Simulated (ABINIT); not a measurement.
The system is AlO2.

```xyz
6
Lattice="1.4882 -5.4028 0.0000 1.4882 5.4028 0.0000 0.0000 0.0000 3.6466" Properties=species:S:1:pos:R:3 pbc="T T T"
Al    1.4882   -1.8168    2.7350
Al    1.4882    1.8168    0.9117
O     1.4882    4.7429    2.7350
O     1.4882   -4.7429    0.9117
O     1.4882    2.2240    2.7350
O     1.4882   -2.2240    0.9117
```

The cell comes from a database or a generator and needn't be the stable form of this composition.

- Program: ABINIT 10.8.3 (patched build)
- Task: relaxation of cell and atoms
- Functional: PBEsol
- Potentials or basis: PseudoDojo NC SR PBEsol v0.4.1 standard
- Cutoff: 1143 eV
- k mesh: 5 × 5 × 4
- Occupations: fermi-dirac, width 0.05 eV
- Spin: no spin polarisation

At the start: pressure -6.6 GPa; volume 9.77 Å³/atom.

**Question.** Where does the relaxation end?

**Answer.** Over 16 steps the energy falls by 123.2 meV/atom and the volume is 8.62 Å³/atom (-11.8 %); space group Cmcm (No. 63, to 0.05 Å).

Step by step:
```tsv
step	energy change (eV)	largest force (eV/Å)	pressure (GPa)	volume (Å³)
1	0.0000	0.6210	-6.61	58.64
2	-0.0478	0.8241	-3.45	57.46
3	-0.1145	1.2579	2.90	55.13
4	-0.1807	1.5249	6.96	53.47
5	-0.2766	1.1026	29.55	46.43
6	-0.5014	1.6645	10.98	50.63
7	-0.6536	0.9951	6.98	50.69
8	-0.7273	0.2585	1.02	51.17
9	-0.7336	0.2198	-0.08	51.62
10	-0.7356	0.1850	-0.31	51.74
11	-0.7378	0.1063	-0.24	51.79
12	-0.7385	0.0645	-0.07	51.75
13	-0.7389	0.0255	0.07	51.71
14	-0.7390	0.0286	0.07	51.70
15	-0.7390	0.0264	0.02	51.72
16	-0.7390	0.0169	-0.01	51.73
```

Final structure:
```xyz
6
Lattice="1.4537 -4.9333 0.0000 1.4537 4.9333 0.0000 0.0000 0.0000 3.6066" Properties=species:S:1:pos:R:3 pbc="T T T"
Al    1.4537   -1.6018    2.7050
Al    1.4537    1.6018    0.9017
O     1.4537    4.6304    2.7050
O     1.4537   -4.6304    0.9017
O     1.4537    2.0207    2.7050
O     1.4537   -2.0207    0.9017
```

Caveat: the k mesh is coarse (spacing up to 0.44 Å⁻¹), so the values aren't converged.
